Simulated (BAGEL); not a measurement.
# SF6 (sulfur hexafluoride): a chain of runs

We compute the energy (HF/cc-pVDZ), then a single-point energy (NEVPT2(2,2)/cc-pVDZ) of SF6 (sulfur hexafluoride). 

The calculation is run with BAGEL 1.2.2.

1 further run of the same task is left out (set aside as unsound or not needed).

## 1. The molecule

SF6: 7 atoms, total charge 0, spin state singlet. As SMILES, `FS(F)(F)(F)(F)F`. The S2–F5 distance was set to 3.600 Å, away from the relaxed value. At this shape a bond of the SMILES string is far longer than usual.

Bond lengths: F1–S2 1.565 Å, S2–F3 1.565 Å, S2–F4 1.565 Å, S2–F6 1.565 Å, S2–F7 1.565 Å. Angles: F1–S2–F3 90.0°, F1–S2–F4 90.0°, F1–S2–F6 90.0°, F1–S2–F7 90.0°, F3–S2–F4 180.0°, F3–S2–F6 90.0°, F3–S2–F7 90.0°, F4–S2–F6 90.0°, F4–S2–F7 90.0°, F6–S2–F7 180.0°.

## 2. A single-point energy at HF/cc-pVDZ (density fitting with svp-jkfit) (run 1)

Contents of calc.json:

```json
{ "bagel": [

{
  "title": "molecule",
  "basis": "cc-pvdz.json",
  "df_basis": "svp-jkfit",
  "angstrom": true,
  "geometry": [
    { "atom": "F", "xyz": [      -1.301818,      -3.009327,       1.486085 ] },
    { "atom": "S", "xyz": [      -0.735778,      -1.700937,       0.839945 ] },
    { "atom": "F", "xyz": [       0.428862,      -1.688407,       1.885535 ] },
    { "atom": "F", "xyz": [      -1.900378,      -1.713487,      -0.205695 ] },
    { "atom": "F", "xyz": [       0.565990,       1.308430,      -0.646120 ] },
    { "atom": "F", "xyz": [      -1.615038,      -0.842057,       1.808985 ] },
    { "atom": "F", "xyz": [       0.143482,      -2.559837,      -0.129065 ] }
  ]
},

{ "title": "hf" },

{ "title": "print", "file": "orbitals.molden", "orbitals": true }

]}
```

The basis set cc-pVDZ is read from a file made from the Basis Set Exchange's data (not shown).

Command:

```bash
BAGEL_NUM_THREADS=1 BAGEL calc.json > calc.out
```

The log of the run:

```text
* using 1 threads per process

  ===============================================================
  ===============================================================

  *** Geometry ***

  { "atom" : "F", "xyz" : [     -2.460079,     -5.686804,      2.808294 ] },
  { "atom" : "S", "xyz" : [     -1.390419,     -3.214305,      1.587266 ] },
  { "atom" : "F", "xyz" : [      0.810432,     -3.190627,      3.563145 ] },
  { "atom" : "F", "xyz" : [     -3.591194,     -3.238021,     -0.388707 ] },
  { "atom" : "F", "xyz" : [      1.069566,      2.472574,     -1.220990 ] },
  { "atom" : "F", "xyz" : [     -3.051980,     -1.591257,      3.418486 ] },
  { "atom" : "F", "xyz" : [      0.271142,     -4.837391,     -0.243898 ] },

  Number of auxiliary basis functions:      590

  Since a DF basis is specified, we compute 2- and 3-index integrals:
    o Being stored without compression. Storage requirement is 0.049 GB

  Number of basis functions:      102
  Number of electrons      :       70

    * METHOD: MOLECULE                             0.31

  *** RHF ***

  === Nuclear Repulsion ===
   498.8720634882

      * DIIS with orbital gradients will be used.

  === RHF iteration (cc-pvdz.json) ===
      0       -992.89790282          0.02569268           0.17
      1       -991.70957958          0.03390242           0.18
      2       -993.49465072          0.00761869           0.22
      3       -993.62849471          0.00278047           0.22
      4       -993.67055681          0.00168639           0.22
      5       -993.67578412          0.00218773           0.19
      6       -993.67970317          0.00156235           0.16
      7       -993.68417866          0.00023754           0.16
      8       -993.68427582          0.00004704           0.18
      9       -993.68428187          0.00001982           0.23
     10       -993.68428307          0.00000539           0.21
     11       -993.68428315          0.00000107           0.23
     12       -993.68428315          0.00000042           0.19
     13       -993.68428315          0.00000019           0.16
     14       -993.68428315          0.00000006           0.19
     15       -993.68428315          0.00000003           0.18
     16       -993.68428315          0.00000003           0.18
     17       -993.68428315          0.00000000           0.20
    * SCF iteration converged.

    * Permanent dipole moment:
           (    0.864045,     1.997463,    -0.986375) a.u.

    * METHOD: HF                                   3.75

    * METHOD: PRINT                                0.01

  ===============================================================
```

It took 4.5 s on 1 thread of Intel Xeon 6975P-C (Granite Rapids), shared host; peak memory 0.19 GiB.

## 3. A single-point energy at NEVPT2(2,2)/cc-pVDZ (density fitting with svp-jkfit) (run 2)

Contents of job.json:

```json
{ "bagel" : [

{
  "title" : "molecule",
  "basis" : "cc-pvdz.json",
  "df_basis" : "svp-jkfit",
  "angstrom" : true,
  "geometry" : [
    { "atom" : "F", "xyz" : [   -1.301818,   -3.009327,    1.486085 ] },
    { "atom" : "S", "xyz" : [   -0.735778,   -1.700937,    0.839945 ] },
    { "atom" : "F", "xyz" : [    0.428862,   -1.688407,    1.885535 ] },
    { "atom" : "F", "xyz" : [   -1.900378,   -1.713487,   -0.205695 ] },
    { "atom" : "F", "xyz" : [    0.565990,    1.308430,   -0.646120 ] },
    { "atom" : "F", "xyz" : [   -1.615038,   -0.842057,    1.808985 ] },
    { "atom" : "F", "xyz" : [    0.143482,   -2.559837,   -0.129065 ] }
  ]
},
{
  "title" : "hf"
},
{
  "title" : "casscf",
  "nstate" : 1,
  "nact" : 2,
  "nclosed" : 34,
  "active" : [35, 36],
  "maxiter" : 200,
  "natocc" : true
},
{
  "title" : "nevpt2",
  "nstate" : 1,
  "nact" : 2,
  "nclosed" : 34,
  "active" : [35, 36],
  "maxiter" : 200,
  "natocc" : true,
  "ncore" : 11
},
{
  "title" : "print",
  "file" : "orbitals.molden",
  "orbitals" : true
}

]}
```

The basis set cc-pVDZ is read from a file made from the Basis Set Exchange's data (not shown).

Command:

```bash
BAGEL_NUM_THREADS=1 BAGEL job.json > job.out
```

The log of the run:

```text
* using 1 threads per process

  ===============================================================
  ===============================================================

  *** Geometry ***

  { "atom" : "F", "xyz" : [     -2.460079,     -5.686804,      2.808294 ] },
  { "atom" : "S", "xyz" : [     -1.390419,     -3.214305,      1.587266 ] },
  { "atom" : "F", "xyz" : [      0.810432,     -3.190627,      3.563145 ] },
  { "atom" : "F", "xyz" : [     -3.591194,     -3.238021,     -0.388707 ] },
  { "atom" : "F", "xyz" : [      1.069566,      2.472574,     -1.220990 ] },
  { "atom" : "F", "xyz" : [     -3.051980,     -1.591257,      3.418486 ] },
  { "atom" : "F", "xyz" : [      0.271142,     -4.837391,     -0.243898 ] },

  Number of auxiliary basis functions:      590

  Since a DF basis is specified, we compute 2- and 3-index integrals:
    o Being stored without compression. Storage requirement is 0.049 GB

  Number of basis functions:      102
  Number of electrons      :       70

    * METHOD: MOLECULE                             0.31

  *** RHF ***

  === Nuclear Repulsion ===
   498.8720634882

      * DIIS with orbital gradients will be used.

  === RHF iteration (cc-pvdz.json) ===
      0       -992.89790282          0.02569268           0.17
      1       -991.70957958          0.03390242           0.16
      2       -993.49465072          0.00761869           0.20
      3       -993.62849471          0.00278047           0.18
      4       -993.67055681          0.00168639           0.15
      5       -993.67578412          0.00218773           0.17
      6       -993.67970317          0.00156235           0.16
      7       -993.68417866          0.00023754           0.17
      8       -993.68427582          0.00004704           0.19
      9       -993.68428187          0.00001982           0.15
     10       -993.68428307          0.00000539           0.18
     11       -993.68428315          0.00000107           0.16
     12       -993.68428315          0.00000042           0.17
     13       -993.68428315          0.00000019           0.21
     14       -993.68428315          0.00000006           0.15
     15       -993.68428315          0.00000003           0.16
     16       -993.68428315          0.00000003           0.15
     17       -993.68428315          0.00000000           0.16
    * SCF iteration converged.

    * Permanent dipole moment:
           (    0.864045,     1.997463,    -0.986375) a.u.

    * METHOD: HF                                   3.33

  ---------------------------
      CASSCF calculation
  ---------------------------

    ==== Active orbitals : =====
         Orbital 35
         Orbital 36
    ============================

    * nstate   :      1
    * nclosed  :     34
    * nact     :      2
    * nvirt    :     66
  === CASSCF iteration (cc-pvdz.json) ===

    * Using the second-order algorithm

      0  0      -993.85766347     1.54e-02      0.03

      1  0      -993.90109802     5.15e-04      1.12

      2  0      -993.90120643     6.64e-05      1.01

      3  0      -993.90120831     1.31e-05      0.95

      4  0      -993.90120838     2.56e-06      0.82

      5  0      -993.90120839     5.02e-07      1.15

      6  0      -993.90120839     9.83e-08      0.70

      7  0      -993.90120839     1.93e-08      0.85

      8  0      -993.90120839     3.78e-09      0.62

    * Second-order optimization converged. *

     guess   0:   closed 1.                   open ..

  === FCI iteration ===

      0  0      -993.63523112     1.50e-01      0.00
      1  0      -993.88317876     4.69e-02      0.00
      2  0 *    -993.90120839     8.09e-16      0.00

     * ci vector, state   0, <S^2> = 0.0000
       2.     0.7343621178
       .2    -0.6787578949

    * METHOD: CASSCF                               7.65

    * freezing 11 orbitals

  === DF-NEVPT2 calculation ===

    * 3-index integral transformation done
    * assembly done

      NEVPT2 correlation energy:   -1.2312455717      0.55

          (+0)     -1.0901287680
          (+0)'    -0.0145085770
          (+1)     -0.0520566707
          (+1)'    -0.0000000000
          (+2)     -0.0000276832
          (-1)     -0.0745056236
          (-1)'     0.0000000000
          (-2)     -0.0000182492

      NEVPT2 total energy:       -995.1324539576

    * METHOD: NEVPT2                               0.87

    * METHOD: PRINT                                0.03

  ===============================================================
```

Run time: 13 s. Hardware: 1 thread of Intel Xeon 6975P-C (Granite Rapids), shared host; peak memory 0.21 GiB.

## 4. Summary of results

| quantity | value |
| --- | --- |
| run 1, HF/cc-pVDZ: total energy | -993.68428 Eh |
| run 1, HF/cc-pVDZ: dipole moment | 6.07 D |
| run 1, HF/cc-pVDZ: HOMO energy | -10.28 eV |
| run 1, HF/cc-pVDZ: LUMO energy | -5.06 eV |
| run 1, HF/cc-pVDZ: HOMO–LUMO gap | 5.23 eV |
| run 2, NEVPT2(2,2)/cc-pVDZ: total energy | -995.13245 Eh |

In words: One bond (run 1, HF/cc-pVDZ) is far stretched, which a spin-restricted single reference describes badly; a broken-symmetry solution may lie lower.
